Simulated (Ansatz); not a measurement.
# Nb2Cl3: the cost of one run

Computed with Ansatz 0.2.0 (DFT PBE, scalar-relativistic, plane waves, PAW, unless a step's input says otherwise).

3 further runs of the same task are left out: 1 that didn't finish, 2 set aside as unsound or not needed.

### 1 Starting point

Symmetry: P-3m1, No. 164, trigonal system. The conventional cell has a = 4.298 Å, b = 4.298 Å, c = 6.687 Å, α = 90.00°, β = 90.00°, γ = 120.00°. Nb (site symmetry 3m) is surrounded by 7 Cl at 2.59 to 2.97 Å. Cl (site symmetry -3m) has 6 Nb at 2.97 Å as nearest neighbours. Around Cl (site symmetry 3m) lie 4 Nb at 2.59 to 2.67 Å.

As a file:

```cif
data_structure
_symmetry_space_group_name_H-M 'P 1'
_symmetry_Int_Tables_number 1
_cell_length_a 4.2982
_cell_length_b 4.2982
_cell_length_c 6.6872
_cell_angle_alpha 90.000
_cell_angle_beta 90.000
_cell_angle_gamma 120.000
_cell_volume 106.99
loop_
_atom_site_label
_atom_site_type_symbol
_atom_site_fract_x
_atom_site_fract_y
_atom_site_fract_z
_atom_site_occupancy
Nb1 Nb 0.33333 0.66667 0.24500 1
Nb2 Nb 0.66667 0.33333 0.75500 1
Cl1 Cl 0.00000 0.00000 0.00000 1
Cl2 Cl 0.33333 0.66667 0.64500 1
Cl3 Cl 0.66667 0.33333 0.35500 1
```

This is candidate A: A-type sesquioxide type (P-3m1, No. 164).

(A quick probe on a coarse mesh, which set the mesh and smearing, is not shown.)

### 3 Rough relaxation on the coarse mesh (candidate A)

Input file input.yaml:

```yaml
crystal:
  lattice:
    - [4.2981617067, 0.0, 0.0]
    - [-2.1490808534, 3.7223172276, 0.0]
    - [0.0, 0.0, 6.6872414371]
  atoms:
    - { symbol: Nb, position: [0.3333333333, 0.6666666667, 0.245], spin: 2.03 }
    - { symbol: Nb, position: [0.6666666667, 0.3333333333, 0.755], spin: 2.03 }
    - { symbol: Cl, position: [0.0, 0.0, 0.0] }
    - { symbol: Cl, position: [0.3333333333, 0.6666666667, 0.645] }
    - { symbol: Cl, position: [0.6666666667, 0.3333333333, 0.355] }
basis:
  ecutwfc: 420
kpoints:
  mp_grid: { grid: [6, 6, 4] }
hamiltonian:
  xc: pbe
scf:
  occupations: { method: gaussian, width: 0.1 }
  lower_state_search: "off"
output:
  forces: true
  stress: true
  eigenvalues: true
  populations: true
magnetization:
  spin_polarized: true
relax:
  adjacent_minimum: "off"
  f_tol: 0.04
  max_steps: 70
  cell: { stress_tol: 0.4 }
```

On the command line:

```console
ansatz run input.yaml --threads 1 --pin off --max-ram 2560MiB --backend cpu --events-out ev --progress --plain --runs-dir out
```

What time and memory should one allow on 1 thread of Arm Neoverse V1, shared host?

About 6 min, with a peak of 0.44 GiB.
